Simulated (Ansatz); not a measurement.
F2H6Si3, SMILES F[SiH2][SiH](F)[SiH3], a ladder of methods at one geometry

Program: the Ansatz DFT code, driven from Python.

Run as a notebook:

In [1]:
```python
from pathlib import Path

import ansatz
import numpy as np
```

In [2]:
```python
GEOMETRY = '''
F    -1.70070    1.84980    0.06890
Si   -0.82810    1.17160    1.15340
Si   -0.25940   -0.93080    0.43850
F     0.75950   -1.66570    1.54330
Si    0.96200   -0.54250   -1.49170
H     0.37600    2.04000    1.37730
H    -1.56290    1.11450    2.43330
H    -1.38110   -1.77310    0.17830
H     2.12670    0.37190   -1.16730
H     0.10750    0.11290   -2.48140
H     1.46600   -1.80560   -2.03200
'''
```

In [3]:
```python
f2h6si3 = ansatz.Crystal.molecule()
for line in GEOMETRY.strip().splitlines():
    symbol, *xyz = line.split()
    f2h6si3 = f2h6si3.atom(symbol, [float(v) for v in xyz])
```

In [4]:
```python
setup = f2h6si3.calculation().basis(gaussian='cc-pVDZ')
```

In [5]:
```python
print('functional    E (Ha)        dipole (D)   HOMO (eV)  LUMO (eV)')
for name in ['blyp', 'hf', 'r2scan', 'hse06', 'cam_b3lyp', 'revpbe']:
    report = setup.functional(name).forces().orbitals().run(threads=1, runs_dir='runs').report
    lines = Path(report['orbitals_path']).read_text().splitlines()
    field_of = lambda key: [line.split('=')[1].strip() for line in lines if line.startswith(key)]
    orbitals = [(27.211386 * float(e), s, float(n)) for e, s, n in zip(field_of('Ene='), field_of('Spin='), field_of('Occup='))]
    homo = max(e for e, _, n in orbitals if n > 0.5)
    lumo = min(e for e, _, n in orbitals if n < 0.5)
    dipole = 4.803205 * np.linalg.norm(report['charge_distribution']['dipole_moment_e_ang'])
    print(f'{name:10s} {report["free_energy_ev"] / 27.211386246:14.6f} {dipole:9.3f} {homo:11.3f} {lumo:10.3f}')
```
```text
functional    E (Ha)        dipole (D)   HOMO (eV)  LUMO (eV)
blyp         -1071.789653     0.573      -6.469     -1.927
hf           -1069.253790     0.725     -10.585      2.034
r2scan       -1071.678066     0.599      -6.951     -1.949
hse06        -1071.256591     0.607      -7.450     -1.716
cam_b3lyp    -1071.804603     0.622      -9.065     -0.174
revpbe       -1071.584518     0.566      -6.594     -2.057
```

Total energies depend on the basis set; only differences at equal settings carry meaning. The geometry is a force-field or estimated start, not a minimum of this method, and the basis set is short of its limit. A lower total doesn't mark the better method: functionals have no common bound, and MP2 and coupled cluster aren't variational. Levels such as HOMO and LUMO are orbital energies: with these approximate functionals they aren't the ionisation energy and electron affinity, and their gap isn't the fundamental gap. For Al to Cl the sets with a tight d function, cc-pV(X+d)Z, are usual. hse06 follows the composition of plane-wave codes, whose totals differ by tens of mHa, up to about 0.1 Ha, from the form usual in Gaussian-basis programs (wpbeh). The whole script took 38 s on 1 thread of Arm Neoverse V1 (shared host), peak memory 0.39 GiB.
